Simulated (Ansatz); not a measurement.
Predict the output of the script below (the Ansatz DFT code, driven from Python).

The script, `disp_limg14b.py`:
```python
"""D3 and D4 corrections for LiMg14B against volume."""

import ansatz as az
import numpy as np

VECTORS = np.array([
    [10.004544, 0.0, 0.0],
    [0.0, 3.155583, 5.378382],
    [0.0, -3.155583, 5.378382],
])
SITES = [
    ("Li", [0.5, 0.160615, 0.160615]),
    ("Mg", [0.0, 0.163837, 0.163837]),
    ("Mg", [0.0, 0.665811, 0.665811]),
    ("Mg", [0.5, 0.132555, 0.637868]),
    ("Mg", [0.0, 0.167979, 0.672214]),
    ("Mg", [0.5, 0.637868, 0.132555]),
    ("Mg", [0.0, 0.672214, 0.167979]),
    ("Mg", [0.282284, 0.354268, 0.829812]),
    ("Mg", [0.717716, 0.354268, 0.829812]),
    ("Mg", [0.282284, 0.829812, 0.354268]),
    ("Mg", [0.717716, 0.829812, 0.354268]),
    ("Mg", [0.245114, 0.335209, 0.335209]),
    ("Mg", [0.754886, 0.335209, 0.335209]),
    ("Mg", [0.255515, 0.835023, 0.835023]),
    ("Mg", [0.744485, 0.835023, 0.835023]),
    ("B", [0.5, 0.69049, 0.69049]),
]


def on_lattice(cell):
    crystal = az.Crystal(lattice=az.Lattice.of(cell))
    for symbol, position in SITES:
        crystal = crystal.atom(symbol, position)
    return crystal

atoms = [(site[0], site[1]) for site in SITES]
print("dispersion energy and pressure at linear scale factors", (0.97, 1.0, 1.03, 1.06))
for functional in (az.Functional.REVPBE, az.Functional.HSE06):
    for method in ("d3bj", "d4"):
        damping = az.dispersion_damping(method=method, xc=functional)
        line = []
        for scale in (0.97, 1.0, 1.03, 1.06):
            term = az.pairwise_dispersion(vectors=(VECTORS * scale).tolist(), atoms=atoms, damping=damping, periodic=(True, True, True))
            line.append(f"{term.energy_ev / len(atoms):.4f} eV/atom, {np.trace(term.stress_gpa) / 3:.2f} GPa")
        print(functional.value, method, "|", " | ".join(line))
print("charges of the D4 model in the last cell:", np.round(term.partial_charges_e, 3))
```

Running `python disp_limg14b.py` prints:
```text
dispersion energy and pressure at linear scale factors (0.97, 1.0, 1.03, 1.06)
revpbe d3bj | -0.5805 eV/atom, -4.75 GPa | -0.5319 eV/atom, -3.95 GPa | -0.4950 eV/atom, -2.33 GPa | -0.4594 eV/atom, -2.54 GPa
revpbe d4 | -0.1537 eV/atom, -1.26 GPa | -0.1806 eV/atom, -0.06 GPa | -0.2609 eV/atom, -1.53 GPa | -0.2489 eV/atom, -1.26 GPa
hse06 d3bj | -0.3759 eV/atom, -3.20 GPa | -0.3430 eV/atom, -2.67 GPa | -0.3171 eV/atom, -1.70 GPa | -0.2926 eV/atom, -1.74 GPa
hse06 d4 | -0.0838 eV/atom, -0.71 GPa | -0.0983 eV/atom, -0.15 GPa | -0.1417 eV/atom, -0.88 GPa | -0.1343 eV/atom, -0.72 GPa
charges of the D4 model in the last cell: [ 0.166  0.014  0.015  0.137 -0.003  0.137 -0.003  0.104  0.104  0.104
  0.104  0.01   0.01   0.068  0.068 -1.035]
```

The structure comes from a database and needn't be a stable phase.
